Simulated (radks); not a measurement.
**Au⁴⁺ in [Xe] 4f14 5d7: an all-electron calculation**

Aim: the levels, the sizes of the orbitals and the parts of the energy of the gold ion Au4+.

The numbers are computed with radks (a radial shooting solver on a logarithmic mesh, Libxc functionals) version 1 (scalar-relativistic Kohn-Sham, AM05, spin-polarised, spherical densities, point nucleus; open shells are filled with parallel spins first), except any that are marked as measured or tabulated.

## 1. The atom as given

- element: gold (Z = 79)
- charge: +4
- electrons: 75
- configuration: [Xe] 4f14 5d7

The outer shells:

Au⁴⁺
```
[Xe] core
4f [↑↓][↑↓][↑↓][↑↓][↑↓][↑↓][↑↓]
5d [↑↓][↑↓][↑ ][↑ ][↑ ]
```

## 2. The calculation

The run's settings:

```text
Z 79
configuration [Xe] 4f14 5d7
relativity scalar-relativistic
functional am05,am05
spin polarised
nucleus point
c 137.035999084
```

**Question.** What will this run give?

**Answer**, as computed:

```
                        quantity                     value
                    total energy       -18997.7307 hartree
exchange-correlation share of it                    1.85 %
                            −T/E                    1.1190
          highest occupied level       5d down, -53.746 eV
    most extended occupied level  5d down, <r> = 1.38 bohr
 radius at density 0.001 e/bohr³                 3.10 bohr
    maxima of the radial density                         4
         ionisation energy, NIST            60 (theory) eV
```

**Reading.** The radial density shows 4 maxima for 5 occupied principal shells; where shells overlap, one shows as a shoulder or not at all. Relativity lifts −T/E to 1.119. Minus the highest eigenvalue, 53.746 eV, is 90 % of the tabulated ionisation energy (60 eV); the potential of a semilocal functional falls off too fast, so its top eigenvalue is too shallow. Open shells are spherical and high-spin; term and fine-structure splittings are not resolved. Spin-orbit splitting is averaged out at the scalar-relativistic level.
